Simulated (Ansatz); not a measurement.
# CH₄BrInO: one species, many methods

Aim: compute CH₄BrInO with functionals from several rungs and with coupled cluster, and see how far each lands from CCSD(T) at the basis-set limit for the atomisation energy.

The runs use Ansatz 0.2.0, Gaussian basis; functionals in def2-TZVPP, the program's frozen cores in correlated methods.

The runs, in order: LDA (SPW92), PBE-D4, revPBE-D4, BLYP-D4, r2SCAN-D4, B97M-V, PBE0-D4, B3LYP-D4, r2SCANh-D4, r2SCAN0-D4, HSE06-D4, BHLYP-D4, CAM-B3LYP-D4, LC-ωPBE, ωB97X-V, ωB97M-V, B2PLYP, PBE-QIDH; CCSD(T)/def2-SVP; CCSD(T)/def2-TZVPP; MP2/def2-QZVPP; extrapolation to the limit; RPA on PBE.

**1. The relaxed structure**

The geometry comes from an earlier relaxation with PBE0-D4 in a triple-zeta def2 set; it is a stationary point, not always the lowest conformer. In takes the def2 core potential; no spin-orbit term is included.

8 atoms, charge 0, spin multiplicity 1.

Atoms are counted from 1 here; the program's logs count them from 0.

Bond lengths: C1–O2 1.405 Å, C1–H5 1.097 Å, C1–H6 1.096 Å, C1–H7 1.096 Å, O2–In3 1.964 Å, In3–Br4 2.471 Å, In3–H8 1.691 Å. Angles: O2–C1–H5 113.5°, O2–C1–H6 109.7°, O2–C1–H7 109.7°, H5–C1–H6 107.9°, H5–C1–H7 107.9°, H6–C1–H7 108.0°, C1–O2–In3 124.6°, O2–In3–Br4 111.0°, O2–In3–H8 124.2°, Br4–In3–H8 124.8°.

**2. LDA**

This LDA is Slater exchange with PW92 correlation.

Contents of in.yaml:

```yaml
crystal:
  periodic: [false, false, false]
  atoms:
    - {symbol: C, position_ang: [0.537227, 1.205210, 0.092748]}
    - {symbol: O, position_ang: [0.608077, -0.053015, 0.714729]}
    - {symbol: In, position_ang: [-0.450335, -1.620253, 0.185651]}
    - {symbol: Br, position_ang: [-1.925053, -1.090384, -1.724602]}
    - {symbol: H, position_ang: [-0.175344, 1.242446, -0.740644]}
    - {symbol: H, position_ang: [0.237772, 1.963813, 0.825138]}
    - {symbol: H, position_ang: [1.524185, 1.481145, -0.296238]}
    - {symbol: H, position_ang: [-0.356538, -3.128962, 0.943197]}
basis:
  gaussian: {orbitals: def2-TZVPP}
hamiltonian: {xc: lda}
output: {orbitals: {seedname: orbitals}}
```

Further steps of the session: PBE-D4 (GGA); revPBE-D4 (GGA); BLYP-D4 (GGA); r2SCAN-D4 (meta-GGA); B97M-V (meta-GGA); PBE0-D4 (hybrid); B3LYP-D4 (hybrid); r2SCANh-D4 (hybrid); r2SCAN0-D4 (hybrid); HSE06-D4 (hybrid); BHLYP-D4 (hybrid); CAM-B3LYP-D4 (range-separated); LC-ωPBE (range-separated); ωB97X-V (range-separated); ωB97M-V (range-separated); B2PLYP (double hybrid); PBE-QIDH (double hybrid); CCSD(T) in def2-SVP; CCSD(T) in def2-TZVPP; MP2 in def2-QZVPP; RPA on PBE orbitals.

**Question.** What will the summary of the whole plan be? Wanted: atomisation energy, CCSD(T)/CBS; farthest beyond LDA; mean size of error, GGA; mean size of error, meta-GGA; mean size of error, hybrid; mean size of error, range-separated; mean size of error, double hybrid; gap, smallest and largest; T1 diagnostic.

The runs gave:

| quantity | value |
| --- | --- |
| atomisation energy, CCSD(T)/CBS | 26.121 eV |
| functionals within 0.261 eV (1.0 %) | PBE-D4, r2SCAN-D4, B97M-V, CAM-B3LYP-D4, ωB97X-V, ωB97M-V |
| farthest beyond LDA | BHLYP-D4 (-1.243 eV) |
| mean size of error, GGA | 0.437 eV |
| mean size of error, meta-GGA | 0.145 eV |
| mean size of error, hybrid | 0.571 eV |
| mean size of error, range-separated | 0.232 eV |
| mean size of error, double hybrid | 0.562 eV |
| gap, smallest and largest | 3.91 eV (LDA (SPW92)), 10.88 eV (LC-ωPBE) |
| T1 diagnostic | 0.0142 |
| triples share of the correlation energy | 3.4 % |

What this shows: The LDA atomisation energy is off by 3.779 eV (14 %): it overbinds. PBE-D4 misses by +0.142 eV. Double hybrids carry the basis error of their MP2 part in triple zeta, and no dispersion term here, so their miss is partly the set-up's. The rungs meta-GGA, range-separated miss on average by less than the doubt on the reference (0.261 eV), so they tie. Misses under about 0.261 eV are within the doubt on the reference itself, which lacks core-valence correlation, spin-orbit coupling and higher excitations, and its outer-core shells are covered unevenly. All levels share the lack of spin-orbit coupling, which lowers the free heavy atoms and so the true binding. Hartree-Fock recovers 70 % of the binding; the rest is correlation. CCSD(T) in def2-SVP is off by -1.761 eV, worse than the median functional, from the basis alone. The gap grows from 3.9 to 10.9 eV across the functionals, mostly with the share of exact exchange. Correlated methods include outer-core shells of Br, In, which these sets cover unevenly.
